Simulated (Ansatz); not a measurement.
# AlBrFH: taking an electron away

How much energy removes an electron from AlBrFH at fixed geometry? The cation is run at each level and the neutral's energy taken from earlier runs.

Computed with Ansatz 0.2.0, Gaussian basis. Level: unrestricted cation, the program's frozen cores in correlated methods.

Levels to be run: UKS PBE-D4/def2-TZVPP; UKS r2SCAN-D4/def2-TZVPP; UKS PBE0-D4/def2-TZVPP; UKS B3LYP-D4/def2-TZVPP; UKS wB97X-V/def2-TZVPP; UKS wB97M-V/def2-TZVPP; UKS B2PLYP/def2-TZVPP; UHF-CCSD(T)/def2-TZVPP; UHF-MP2/def2-QZVPP; extrapolation to the limit; then −ε(HOMO) from the neutral's earlier runs with LDA (SPW92), PBE-D4, revPBE-D4, BLYP-D4, r2SCAN-D4, B97M-V, PBE0-D4, B3LYP-D4, r2SCANh-D4, r2SCAN0-D4, HSE06-D4, BHLYP-D4, CAM-B3LYP-D4, LC-ωPBE, ωB97X-V, ωB97M-V.

### Step 1. Structure used throughout

The geometry comes from an earlier relaxation with PBE0-D4 in a triple-zeta def2 set; it is a stationary point.

4 atoms, charge 0, spin multiplicity 1.

Atoms are counted from 1 here; the program's logs count them from 0.

Bond lengths: F1–Al2 1.641 Å, Al2–Br3 2.237 Å, Al2–H4 1.563 Å. Angles: F1–Al2–Br3 117.7°, F1–Al2–H4 119.7°, Br3–Al2–H4 122.6°.

### Step 2. Cation, UKS PBE-D4/def2-TZVPP

Contents of in.yaml:

```yaml
crystal:
  periodic: [false, false, false]
  atoms:
    - {symbol: F, position_ang: [0.779107, -0.805065, 1.280127]}
    - {symbol: Al, position_ang: [0.132336, 0.076184, 0.056378]}
    - {symbol: Br, position_ang: [-1.566561, -0.822699, -1.087981]}
    - {symbol: H, position_ang: [0.710518, 1.491281, -0.268824]}
basis:
  gaussian: {orbitals: def2-TZVPP}
total_charge: 1
magnetization: {spin_polarized: true, initial_magnetization: 1}
hamiltonian: {xc: pbe, dispersion: d4}
```

The runs that follow: Cation, UKS r2SCAN-D4/def2-TZVPP; Cation, UKS PBE0-D4/def2-TZVPP; Cation, UKS B3LYP-D4/def2-TZVPP; Cation, UKS wB97X-V/def2-TZVPP; Cation, UKS wB97M-V/def2-TZVPP; Cation, UKS B2PLYP (frozen core)/def2-TZVPP; Cation, UHF-CCSD(T)/def2-TZVPP; Cation, UHF-MP2/def2-QZVPP.

Before running them: what should the planned runs give, taken together? Wanted: ionisation energy, CCSD(T)/CBS; nearest functional by difference; nearest −ε(HOMO); −ε(HOMO) of PBE; T1 of the cation.

As calculated:

```
                        quantity               value
  ionisation energy, CCSD(T)/CBS            11.65 eV
nearest functional by difference  ωB97X-V (-0.17 eV)
                nearest −ε(HOMO)  LC-ωPBE (-0.02 eV)
                 −ε(HOMO) of PBE             7.59 eV
                T1 of the cation               0.016
```

Energy differences with functionals land within 0.60 eV of the reference. −ε(HOMO) of PBE misses by 4.1 eV, since self-interaction lifts the level. Among orbital estimates LC-ωPBE comes nearest. Hartree-Fock falls 1.14 eV short, as the neutral has more correlation energy than the cation. The cation may have settled in a state other than its lowest; no search over hole states beyond the program's own was made. Correlated methods include outer-core shells of Br, which these sets cover unevenly. With outer-core shells in play the reference is unsure by up to some tenths of an eV, so close misses can't be ranked.
